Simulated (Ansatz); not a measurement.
**FH5SSi2: up Jacob's ladder to CCSD(T)**

Aim: compute FH5SSi2 with functionals from several rungs and with coupled cluster, and see how far each lands from CCSD(T) at the basis-set limit for the atomisation energy.

Computed with Ansatz 0.2.0, Gaussian basis. Level: functionals in def2-TZVPP, the program's frozen cores in correlated methods.

Plan: LDA (SPW92), PBE-D4, revPBE-D4, BLYP-D4, r2SCAN-D4, B97M-V, PBE0-D4, B3LYP-D4, r2SCANh-D4, r2SCAN0-D4, HSE06-D4, BHLYP-D4, CAM-B3LYP-D4, LC-ωPBE, ωB97X-V, ωB97M-V, B2PLYP, PBE-QIDH; CCSD(T)/def2-SVP; CCSD(T)/def2-TZVPP; MP2/def2-QZVPP; extrapolation to the limit; RPA on PBE.

## (1) Structure used throughout

The geometry comes from an earlier relaxation with PBE0-D4 in a triple-zeta def2 set; it is a stationary point, not always the lowest conformer.

9 atoms, charge 0, spin multiplicity 1.

Atoms are counted from 1 here; the program's logs count them from 0.

Bond lengths: F1–Si2 1.609 Å, Si2–Si3 2.343 Å, Si2–H5 1.487 Å, Si2–H6 1.485 Å, Si3–S4 2.142 Å, Si3–H7 1.486 Å, Si3–H8 1.488 Å, S4–H9 1.344 Å. Angles: F1–Si2–Si3 107.0°, F1–Si2–H5 107.6°, F1–Si2–H6 107.8°, Si3–Si2–H5 113.4°, Si3–Si2–H6 111.1°, H5–Si2–H6 109.6°, Si2–Si3–S4 108.2°, Si2–Si3–H7 110.8°, Si2–Si3–H8 111.4°, S4–Si3–H7 105.5°, S4–Si3–H8 112.2°, H7–Si3–H8 108.7°, Si3–S4–H9 94.3°.

## (2) LDA

This LDA is Slater exchange with PW92 correlation.

The input, in.yaml:

```yaml
crystal:
  periodic: [false, false, false]
  atoms:
    - {symbol: F, position_ang: [-1.222452, 1.451004, -1.017904]}
    - {symbol: Si, position_ang: [0.318073, 1.022591, -0.834759]}
    - {symbol: Si, position_ang: [0.331614, -1.012493, 0.326022]}
    - {symbol: S, position_ang: [-0.900455, -0.799616, 2.065710]}
    - {symbol: H, position_ang: [0.925268, 0.935015, -2.188929]}
    - {symbol: H, position_ang: [0.996332, 2.088128, -0.054034]}
    - {symbol: H, position_ang: [1.692516, -1.316829, 0.839242]}
    - {symbol: H, position_ang: [-0.112850, -2.135925, -0.543019]}
    - {symbol: H, position_ang: [-1.939546, -0.278074, 1.390572]}
basis:
  gaussian: {orbitals: def2-TZVPP}
hamiltonian: {xc: lda}
output: {orbitals: {seedname: orbitals}}
```

On the command line:

```sh
$ ansatz run in.yaml --threads 2 --pin off --events-out ev --progress --plain --max-ram 4352MiB
```

Further steps of the session: PBE-D4 (GGA); revPBE-D4 (GGA); BLYP-D4 (GGA); r2SCAN-D4 (meta-GGA); B97M-V (meta-GGA); B3LYP-D4 (hybrid); r2SCANh-D4 (hybrid); r2SCAN0-D4 (hybrid); HSE06-D4 (hybrid); BHLYP-D4 (hybrid); CAM-B3LYP-D4 (range-separated); LC-ωPBE (range-separated); ωB97X-V (range-separated); ωB97M-V (range-separated); B2PLYP (double hybrid); PBE-QIDH (double hybrid); CCSD(T) in def2-SVP; CCSD(T) in def2-TZVPP; MP2 in def2-QZVPP; RPA on PBE orbitals.

Before running them: what should the planned runs give, taken together? Wanted: atomisation energy, CCSD(T)/CBS; farthest beyond LDA; mean size of error, GGA; mean size of error, meta-GGA; mean size of error, hybrid; mean size of error, range-separated; mean size of error, double hybrid; gap, smallest and largest; T1 diagnostic.

**Answer**, as computed:

| quantity | value |
| --- | --- |
| atomisation energy, CCSD(T)/CBS | 2823.0 kJ/mol |
| functionals within 14.1 kJ/mol (0.5 %) | r2SCAN-D4, B97M-V, CAM-B3LYP-D4, ωB97M-V |
| farthest beyond LDA | revPBE-D4 (-73.4 kJ/mol) |
| mean size of error, GGA | 47.1 kJ/mol |
| mean size of error, meta-GGA | 10.2 kJ/mol |
| mean size of error, hybrid | 42.7 kJ/mol |
| mean size of error, range-separated | 22.1 kJ/mol |
| mean size of error, double hybrid | 55.1 kJ/mol |
| gap, smallest and largest | 4.24 eV (LDA (SPW92)), 11.22 eV (LC-ωPBE) |
| T1 diagnostic | 0.0121 |
| triples share of the correlation energy | 3.4 % |

**Reading.** LDA overbinds by 319.9 kJ/mol (11 %). PBE-D4 misses by -22.3 kJ/mol. Double hybrids carry the basis error of their MP2 part in triple zeta, and no dispersion term here, so their miss is partly the set-up's. Taken by rung, meta-GGA functionals do best (10.2 kJ/mol on average) and double hybrid ones worst beyond LDA (55.1 kJ/mol). The reference freezes the cores and leaves out relativity and excitations past (T), so misses under about 14.1 kJ/mol can't be ranked. Hartree-Fock recovers 74 % of the binding; the rest is correlation. CCSD(T) in def2-SVP is off by -245.7 kJ/mol, which most functionals beat. The gap grows from 4.2 to 11.2 eV across the functionals, mostly with the share of exact exchange.
